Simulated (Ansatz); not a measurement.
# Rb2CdSe2O6: checks on the settings of a gradient run, part 2 of 2

More tests of how the quadrupolar parameters of Rb2CdSe2O6 respond to changes of cell, atoms or settings. The cell is a refined structure from the COD. Its positions were relaxed in an earlier run. Planned: a check of dr2_threshold; a check of xc_grid with n_extra_bands.

Ansatz 0.2.0; DFT, PBE, plane-wave PAW, default files, scalar-relativistic, as far as a step names no other.

## Step 3: Settings changed: basis.xc_grid = 2, scf.n_extra_bands = 2

input.yaml reads:

```yaml
crystal:
  lattice:
    - [2.8751508921, 1.6599691415, 6.55617]
    - [-2.8751508921, 1.6599691415, 6.55617]
    - [0.0, -3.3199382831, 6.55617]
  atoms:
    - { symbol: Rb, position: [0.8022830845, 0.8022830845, 0.8022830845] }
    - { symbol: Rb, position: [0.1977169155, 0.1977169155, 0.1977169155] }
    - { symbol: Cd, position: [0.0, 0.0, 0.0] }
    - { symbol: Se, position: [0.6258833531, 0.6258833531, 0.6258833531] }
    - { symbol: Se, position: [0.3741166469, 0.3741166469, 0.3741166469] }
    - { symbol: O, position: [0.7448225625, 0.2765569563, 0.7448225625] }
    - { symbol: O, position: [0.7448225625, 0.7448225625, 0.2765569563] }
    - { symbol: O, position: [0.2765569563, 0.7448225625, 0.7448225625] }
    - { symbol: O, position: [0.2551774375, 0.7234430437, 0.2551774375] }
    - { symbol: O, position: [0.7234430437, 0.2551774375, 0.2551774375] }
    - { symbol: O, position: [0.2551774375, 0.2551774375, 0.7234430437] }
kpoints:
  mp_grid: { grid: [4, 4, 4] }
scf:
  occupations: { method: fermi_dirac, width: 0.02 }
  n_extra_bands: 2
hamiltonian:
  xc: pbe
  pseudopotentials: { kind: paw }
output:
  forces: true
  stress: true
  populations: true
  efg:
    quadrupole_moments_barn: { Rb: 0.1335, O: -0.02558 }
    contact_densities: true
  write_density: true
  write_potential: true
  elf: true
  volumetric_format: npy
basis:
  xc_grid: 2
```

Run with:

```sh
ansatz run input.yaml --threads 4 --pin off --max-ram 8192MiB --backend cpu --events-out ev --progress --plain --runs-dir out
```

Output:

```text
Warning: RAYON_NUM_THREADS=4 ignored (pool sized by the plan → 4); use --threads N
scf.n_extra_bands = 2 over 53 filled bands (N_el = 106.0): the run solves 55 bands
Rb, Cd: output.efg is read without spin–orbit coupling, which moves field gradients at and beside such atoms by some per cent and up to a factor of two; PAW files take it under magnetization.noncollinear and magnetization.spin_orbit
Engine: ansatz 0.2.0, x86_64-unknown-linux-gnu
Pseudopotentials: kind: paw
Pseudopotential: Rb, paw, valence charge 9, recommended cutoff 420 eV (normal), Rb.paw.azcp
Pseudopotential: Cd, paw, valence charge 20, recommended cutoff 420 eV (normal), Cd.paw.azcp
Pseudopotential: Se, paw, valence charge 16, recommended cutoff 420 eV (normal), Se.paw.azcp
Pseudopotential: O, paw, valence charge 6, recommended cutoff 420 eV (normal), O.paw.azcp
Functional definition: PBE
  parameter kappa = 0.804
  parameter beta = 0.06672455060314922
  exchange = pbe_x(kappa = kappa, mu = beta*pi^2/3)
  correlation = pbe_c(beta = beta)
Crystal: 11 atoms, lattice volume = 187.742 Å³
Basis set: ecut = 420 eV, 3717 PW (Γ), exchange–correlation on 100×100×100 points (8 copies of the dense FFT grid, shifted against one another)
Bands: 55, of which v1, the nominal top of the filled ones, is band 53 counted from 1 (52 counted from 0)
Symmetry: 12 space group operations
Space group: R-3m (ITA 166), of the structure as read, at distance tolerance 5.7e-5 Å
k-points: 13 of 64
Non-local potential: Rb, projectors of the file, l = 0: 3, l = 1: 2, l = 2: 2
Non-local potential: Cd, projectors of the file, l = 0: 3, l = 1: 2, l = 2: 2, l = 3: 1
Non-local potential: Se, projectors of the file, l = 0: 2, l = 1: 2, l = 2: 3, l = 3: 1
Non-local potential: O, projectors of the file, l = 0: 2, l = 1: 2, l = 2: 1
PAW form: soft (Blöchl's): semilocal exchange-correlation on the pseudo side does not see the compensation charge
PAW one-centre angular grid: Rb, 110 points (default); XC on 64 Gauss nodes
PAW one-centre angular grid: Cd, 590 points (default); XC on 64 Gauss nodes
PAW one-centre angular grid: Se, 590 points (default); XC on 64 Gauss nodes
PAW one-centre angular grid: O, 110 points (default); XC on 64 Gauss nodes
Initial density: superposition of atomic densities (neutral atoms: chi_scale 0, normalization atom), corrected by the library's trained network
Initial wavefunctions: pseudopotential atomic-orbital guess
Functional: x = pbe(κ = 0.804, μ = 0.2195149727645171), c = pbe(β = 0.06672455060314922)
SCF iter   1: F=—  HF=-29130.976725 eV  |F-HF|=—  |Δ(HF+E_count)|=         —  Δρ=1.31e-3  dr2=9.99e-4  ethr=1.77e-3  ⟨swp⟩=6.0  Hψ=2975  notcnv=0
preconditioner: auto → Resta (q_TF=auto, 2.480 Å⁻¹)  ε∞=4.8  [insulator: Δε(μ)=3.880 eV  Ē_g=12.242 eV  σ=0.020 eV  W_gap=1.00  n_scr=46 (ndim 8)  ℏωp=23.9 eV  f_vac=0.056  D(μ)=0.00/eV (n_scr^D=0)  ε∞_Penn≈4.8]
SCF iter   2: F=—  HF=-29130.981351 eV  |F-HF|=—  |Δ(HF+E_count)|=   4.63e-3  Δρ=7.14e-4  dr2=3.78e-4  ethr=9.42e-7  ⟨swp⟩=3.2  Hψ=2018  notcnv=0
SCF iter   3: F=—  HF=-29130.982350 eV  |F-HF|=—  |Δ(HF+E_count)|=   1.00e-3  Δρ=2.91e-4  dr2=1.36e-4  ethr=3.57e-7  ⟨swp⟩=2.0  Hψ=1220  notcnv=0
SCF iter   4: F=—  HF=-29130.982365 eV  |F-HF|=—  |Δ(HF+E_count)|=   1.43e-5  Δρ=7.55e-5  dr2=1.09e-5  ethr=1.29e-7  ⟨swp⟩=2.0  Hψ=1188  notcnv=0
SCF iter   5: F=—  HF=-29130.982405 eV  |F-HF|=—  |Δ(HF+E_count)|=   4.02e-5  Δρ=4.08e-5  dr2=3.48e-6  ethr=1.03e-8  ⟨swp⟩=2.8  Hψ=1330  notcnv=0
SCF iter   6: F=—  HF=-29130.982406 eV  |F-HF|=—  |Δ(HF+E_count)|=   1.66e-6  Δρ=9.26e-6  dr2=1.57e-7  ethr=3.29e-9  ⟨swp⟩=2.0  Hψ=1132  notcnv=0
SCF iter   7: F=-29130.982406 eV  HF=-29130.982406 eV  |F-HF|=2.74e-9  |Δ(HF+E_count)|=   2.03e-8  Δρ=4.44e-6  dr2=2.39e-8  ethr=9.43e-11  ⟨swp⟩=9.0  Hψ=5578  notcnv=0
SCF 1 converged in 7 iterations: F = -29130.982406 eV  dr2 = 2.39e-8
SCF converged after 7 iterations
Free energy (F): -29130.982406 eV
Harris-Foulkes:  -29130.982406 eV  (|F-HF|=2.74e-9)
Internal energy: -29130.982406 eV  (E = F + TS)
E sigma→0 (E₀):  -29130.982406 eV
Fermi energy:    7.688911 eV
--- Per-component energies (eV) ---
  E_band       = -1520.736605
  E_kinetic    = 2176.251172
  E_local      = -13644.830620  (includes V_loc(G=0)·N_el)
  E_nonlocal   = -505.160039
  E_hartree    = 6059.943494
  E_xc         = -1088.167716
  E_vxc        = -1255.764587  (∫ρ·V_xc dr)
  E_paw        = -14101.911769  (= ΣΔE_a)
  E_vpaw       = -411.132941  (= ΣTr[D̂ρ^β])
  E_aug_tail   = 0.013406  (compensation charges beyond the density's cutoff)
  E_ewald      = -8027.120335
  E_smearing   = -0.000000  (= −TS)
  E_closure    = 0.000000  (closes the sum)
  Σ components = -29130.982406   (vs F -29130.982406, Δ=0.00e0)
--- Forces (eV/Å), atoms counted from 1 ---
  atom   1  Rb     0.00000000     0.00000000    -0.00055737
  atom   2  Rb     0.00000000    -0.00000000     0.00055737
  atom   3  Cd    -0.00000000     0.00000000     0.00000000
  atom   4  Se     0.00000000    -0.00000000     0.00016610
  atom   5  Se     0.00000000     0.00000000    -0.00016610
  atom   6  O      0.00098334    -0.00056773     0.00107439
  atom   7  O      0.00000000     0.00113546     0.00107439
  atom   8  O     -0.00098334    -0.00056773     0.00107439
  atom   9  O     -0.00098334     0.00056773    -0.00107439
  atom  10  O      0.00098334     0.00056773    -0.00107439
  atom  11  O      0.00000000    -0.00113546    -0.00107439
  max |Σ_I F_I| component: 6.51e-18 eV/Å
--- Stress (GPa, compression-positive) ---
        2.880442       0.000000       0.000000
        0.000000       2.880442       0.000000
        0.000000       0.000000       2.319576
  P = ⅓ Tr σ = 2.6935 GPa (26.935 kbar)
--- PAW observables at the nuclei: V_zz in 10²¹ V/m², potentials from the cell's mean, atoms counted from 1 ---
  atom   1  Rb V_zz =    -0.314491   η = 0.0000   by run symmetry: allowed   C_q = -1.0152 MHz
            electrostatic potential = -5307.271637 V   contact ρ = 361969.719324 e/Å³
  atom   2  Rb V_zz =    -0.314491   η = 0.0000   by run symmetry: allowed   C_q = -1.0152 MHz
            electrostatic potential = -5307.271637 V   contact ρ = 361969.719324 e/Å³
  atom   3  Cd V_zz =    -2.456409   η = 0.0000   by run symmetry: allowed
            electrostatic potential = -7704.611910 V   contact ρ = 1035852.703052 e/Å³
  atom   4  Se V_zz =   -31.269932   η = 0.0000   by run symmetry: allowed
            electrostatic potential = -4706.367771 V   contact ρ = 262891.851252 e/Å³
  atom   5  Se V_zz =   -31.269932   η = 0.0000   by run symmetry: allowed
            electrostatic potential = -4706.367771 V   contact ρ = 262891.851252 e/Å³
  atom   6  O  V_zz =   +12.837764   η = 0.1958   by run symmetry: allowed   C_q = -7.9404 MHz
            electrostatic potential = -622.237125 V   contact ρ = 2159.780647 e/Å³
  atom   7  O  V_zz =   +12.837764   η = 0.1958   by run symmetry: allowed   C_q = -7.9404 MHz
            electrostatic potential = -622.237125 V   contact ρ = 2159.780647 e/Å³
  atom   8  O  V_zz =   +12.837764   η = 0.1958   by run symmetry: allowed   C_q = -7.9404 MHz
            electrostatic potential = -622.237125 V   contact ρ = 2159.780647 e/Å³
  atom   9  O  V_zz =   +12.837764   η = 0.1958   by run symmetry: allowed   C_q = -7.9404 MHz
            electrostatic potential = -622.237125 V   contact ρ = 2159.780647 e/Å³
  atom  10  O  V_zz =   +12.837764   η = 0.1958   by run symmetry: allowed   C_q = -7.9404 MHz
            electrostatic potential = -622.237125 V   contact ρ = 2159.780647 e/Å³
  atom  11  O  V_zz =   +12.837764   η = 0.1958   by run symmetry: allowed   C_q = -7.9404 MHz
            electrostatic potential = -622.237125 V   contact ρ = 2159.780647 e/Å³
--- Band table (eV; the first three rows and the last of 13) ---
  k-point 0: bands = ["-94.0126", "-55.1258", "-55.1258", "-55.0851", "-42.8586", "-42.8586", "-42.8583", "-42.8583", "-42.7329", "-42.7329", "-42.7328", "-42.7328", "-42.6819", "-42.6819", "-18.7155", "-18.5540", "-13.9890", "-13.8275", "-11.2754", "-11.2754", "-11.2738", "-11.2738", "-4.5625", "-4.5392", "-3.1539", "-3.1539", "-2.6517", "-2.5388", "-2.5388", "-2.4005", "-0.4745", "-0.4745", "-0.1965", "-0.1965", "0.0237", "0.1215", "1.2691", "1.2691", "1.4849", "1.4849", "1.6787", "3.5750", "3.5750", "4.2518", "4.2518", "4.8550", "4.8550", "4.9812", "5.3529", "5.4171", "5.5173", "5.5173", "5.5703", "9.6001", "10.4150"]
  k-point 1: bands = ["-94.0126", "-55.1258", "-55.1258", "-55.0851", "-42.8586", "-42.8585", "-42.8583", "-42.8583", "-42.7329", "-42.7329", "-42.7328", "-42.7328", "-42.6819", "-42.6819", "-18.6938", "-18.5737", "-13.9511", "-13.8299", "-11.3625", "-11.3035", "-11.2816", "-11.2745", "-4.4400", "-4.3883", "-3.1493", "-3.0449", "-2.7286", "-2.5417", "-2.5000", "-2.4792", "-0.4393", "-0.4143", "-0.2466", "-0.1823", "-0.1415", "0.4038", "0.9904", "1.2247", "1.3127", "1.5675", "2.2444", "3.3041", "3.7156", "4.1511", "4.1954", "4.2983", "4.7028", "4.9415", "5.2429", "5.2848", "5.3358", "5.5368", "5.5919", "10.0359", "10.3927"]
  k-point 2: bands = ["-94.0126", "-55.1258", "-55.1258", "-55.0851", "-42.8586", "-42.8585", "-42.8583", "-42.8583", "-42.7329", "-42.7329", "-42.7328", "-42.7328", "-42.6819", "-42.6819", "-18.6590", "-18.6064", "-13.8972", "-13.8471", "-11.4491", "-11.3328", "-11.2864", "-11.2766", "-4.2724", "-4.2606", "-3.1458", "-2.8880", "-2.8119", "-2.6867", "-2.4769", "-2.4590", "-0.5300", "-0.4163", "-0.3090", "-0.1459", "-0.0538", "0.4950", "1.1439", "1.1611", "1.4242", "1.6880", "1.9847", "3.3438", "3.9723", "4.0020", "4.0177", "4.1423", "4.3181", "4.3970", "5.1377", "5.2194", "5.3900", "5.5432", "5.6967", "10.2858", "10.4338"]
  k-point 12: bands = ["-94.0126", "-55.1258", "-55.1258", "-55.0851", "-42.8586", "-42.8586", "-42.8583", "-42.8583", "-42.7329", "-42.7329", "-42.7328", "-42.7328", "-42.6819", "-42.6819", "-18.7140", "-18.5547", "-13.9961", "-13.8266", "-11.2879", "-11.2879", "-11.2617", "-11.2617", "-4.5194", "-4.2832", "-3.1319", "-3.1319", "-2.8329", "-2.7177", "-2.5396", "-2.5396", "-0.5096", "-0.5096", "-0.2146", "-0.2146", "0.0222", "0.2759", "1.3377", "1.3377", "1.4234", "1.4234", "1.5768", "3.6089", "3.6089", "4.2584", "4.2584", "4.8800", "4.8800", "5.2503", "5.4282", "5.4282", "5.4494", "5.5372", "5.5550", "9.8799", "10.4449"]
--- Löwdin populations: 11 sites ---
  site symbol       q [e]
     0     Rb      8.2328
     1     Rb      8.2328
     2     Cd     18.5375
     3     Se     14.5025
     4     Se     14.5025
     5      O      6.8697
     6      O      6.8697
     7      O      6.8697
     8      O      6.8697
     9      O      6.8697
    10      O      6.8697
  spilling = 0.007298 (of n_electrons = 106.000000)
```

Run time: 4.7 s. Hardware: 4 threads of Intel Xeon at 2.70GHz, shared host; peak memory 0.81 GiB.

State: gap on the mesh 3.88 eV, largest force 0.002 eV/Å, pressure 2.7 GPa.

What changed since step 1 (V_zz in 10²¹ V/m²):

```tsv
site	atoms	V_zz, PBE relaxed	V_zz, new settings	η, PBE relaxed	η, new settings
Rb	1, 2	-0.31	-0.31	0.00	0.00
Cd	3	-2.46	-2.46	0.00	0.00
Se	4, 5	-31.3	-31.3	0.00	0.00
O	6, 7, 8, …	12.84	12.84	0.20	0.20
```

The sizes of the gradients above 0.15 moved by less than 0.1 % at any site. The free energy stayed within 0.1 meV/atom.

The maps below are laid out on this run's own conventional cell (a, b, c = 5.750, 5.750, 19.669 Å).

Density in a lattice plane of the grid's cell (edges 5.75 and 19.67 Å, at 0.000 of the third edge), which holds Rb and Cd and Se and O.

Ten even steps from '0' (0.01 e/Å³) to '9' (26.59 e/Å³):
```
00000000
00000000
00000000
00000000
00002000
00000000
20000000
20000000
00000000
00000000
00000000
20000000
20000000
00000000
00002000
00000000
00000000
00000000
00000000
91000001
```
Columns run along the first of these edges and rows up along the second, over one cell in 8 and 20 even steps from the bottom left corner. Atoms in the plane (fractional): Rb at (1.00, 0.80), Rb at (1.00, 0.20), Cd at (0.00, 0.00), Se at (0.00, 0.63), Se at (1.00, 0.37), O at (0.49, 0.26), O at (0.51, 0.74).

ELF in the same plane.

Ten even steps from '0' (0.00) to '9' (0.92):
```
21530351
01730371
96000006
09126219
85094905
73047403
88100018
46750576
02610162
00000000
02610162
46750576
88100018
73047403
85094905
09126219
96000006
01730371
21530351
94000004
```
Columns run along the first of these edges and rows up along the second, over one cell in 8 and 20 even steps from the bottom left corner. Atoms in the plane (fractional): Rb at (1.00, 0.80), Rb at (1.00, 0.20), Cd at (0.00, 0.00), Se at (0.00, 0.63), Se at (1.00, 0.37), O at (0.49, 0.26), O at (0.51, 0.74).

Both are smooth fields of the valence electrons: close to the nuclei they are not physical.

The highest ELF values outside the cores: 0.96 beside Se, off the lines to its neighbours, 0.9 Å from Se; 0.87 beside O, off the lines to its neighbours, 0.6 Å from O; 0.85 in the shell around O, 0.6 Å from O.

## Step 4: What came out

What follows sums up all 2 parts.

| quantity | value |
| --- | --- |
| state (step 1) | gap on the mesh 3.88 eV, largest force 0.002 eV/Å, pressure 2.7 GPa |
| V_zz by site, step 1 (10²¹ V/m²) | Rb -0.31, Cd -2.46, Se -31.3, O 12.84 |
| largest C_Q in size, step 1 | 7.94 MHz, ¹⁷O at O |
| step 2 (scf.convergence.dr2_threshold = 1e-06) against step 1 | 0.0 % in the median, 0.2 % at the site that moves most (small gradients counted from 0.15; Rb, -0.315 to -0.314) |
| step 3 (basis.xc_grid = 2, scf.n_extra_bands = 2) against step 1 | less than 0.1 % at any site |

Site Se (3 O at 1.72 Å) carries the largest gradient. The program warns that gradients near heavy atoms lack spin–orbit coupling.

These are semilocal Kohn-Sham gaps, which aren't the measured quantity. Such gaps usually fall short of the measured ones.
